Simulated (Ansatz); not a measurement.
# C3H10ClNSi: the cost of one run

Program: Ansatz 0.2.0. Level of theory: RKS PBE/STO-3G. These are calculated values, not measurements.

## 1. Starting point

Bond lengths (14 of 15 bonds, heavy atoms first): Si1–N2 1.820 Å, N2–C3 1.470 Å, N2–C7 1.470 Å, Si1–Cl11 2.130 Å, Si1–C12 1.869 Å, C3–H4 1.110 Å, C3–H5 1.110 Å, C3–H6 1.110 Å, C7–H8 1.110 Å, C7–H9 1.110 Å, C7–H10 1.110 Å, C12–H13 1.110 Å, C12–H14 1.110 Å, C12–H15 1.110 Å. Angles (14 of 27 angles, heavy atoms first): Si1–N2–C3 120.0°, Si1–N2–C7 120.0°, C3–N2–C7 120.0°, N2–Si1–Cl11 109.4°, N2–Si1–C12 109.5°, Cl11–Si1–C12 109.5°, N2–Si1–H16 109.5°, Cl11–Si1–H16 109.5°, C12–Si1–H16 109.5°, N2–C3–H4 109.5°, N2–C3–H5 109.5°, N2–C3–H6 109.5°, N2–C7–H8 109.5°, N2–C7–H9 109.5°.

Structure file:

```xyz
16

Si    0.0000    0.0000    0.0000
N     0.0000    0.0000    1.8200
C    -1.2162   -0.3762    2.5550
H    -1.8642   -0.9999    1.9045
H    -0.9378   -0.9533    3.4614
H    -1.7663    0.5401    2.8549
C     1.2162    0.3762    2.5550
H     1.4641   -0.4163    3.2916
H     2.0585    0.4943    1.8418
H     1.0457    1.3351    3.0874
Cl    2.0086    0.0000   -0.7093
C    -0.8808    1.5259   -0.6227
H    -1.9334    1.2723   -0.8671
H    -0.8624    2.3106    0.1622
H    -0.3704    1.9025   -1.5336
H    -0.6877   -1.1914   -0.4862
```

## 2. Preparing the start

input.yaml

```yaml
crystal:
  periodic: [false, false, false]
  atoms:
    - { symbol: Si, position_ang: [0.0, 0.0, 0.0] }
    - { symbol: "N", position_ang: [0.0, 0.0, 1.82] }
    - { symbol: C, position_ang: [-1.2162, -0.3762, 2.555] }
    - { symbol: H, position_ang: [-1.8642, -0.9999, 1.9045] }
    - { symbol: H, position_ang: [-0.9378, -0.9533, 3.4614] }
    - { symbol: H, position_ang: [-1.7663, 0.5401, 2.8549] }
    - { symbol: C, position_ang: [1.2162, 0.3762, 2.555] }
    - { symbol: H, position_ang: [1.4641, -0.4163, 3.2916] }
    - { symbol: H, position_ang: [2.0585, 0.4943, 1.8418] }
    - { symbol: H, position_ang: [1.0457, 1.3351, 3.0874] }
    - { symbol: Cl, position_ang: [2.0086, 0.0, -0.7093] }
    - { symbol: C, position_ang: [-0.8808, 1.5259, -0.6227] }
    - { symbol: H, position_ang: [-1.9334, 1.2723, -0.8671] }
    - { symbol: H, position_ang: [-0.8624, 2.3106, 0.1622] }
    - { symbol: H, position_ang: [-0.3704, 1.9025, -1.5336] }
    - { symbol: H, position_ang: [-0.6877, -1.1914, -0.4862] }
basis:
  gaussian: { orbitals: STO-3G }
hamiltonian:
  xc: pbe
relax:
  f_tol: 0.02
  max_steps: 40
output:
  orbitals: {}
```

On the command line:

```
$ ansatz run input.yaml --threads 1 --pin off --max-ram 2048MiB --backend cpu --events-out ev --progress --plain --runs-dir out
```

What time and memory should one allow on 1 thread of AMD EPYC 9R45 (Zen 5), shared host?

About 58 s, with a peak of 0.17 GiB.
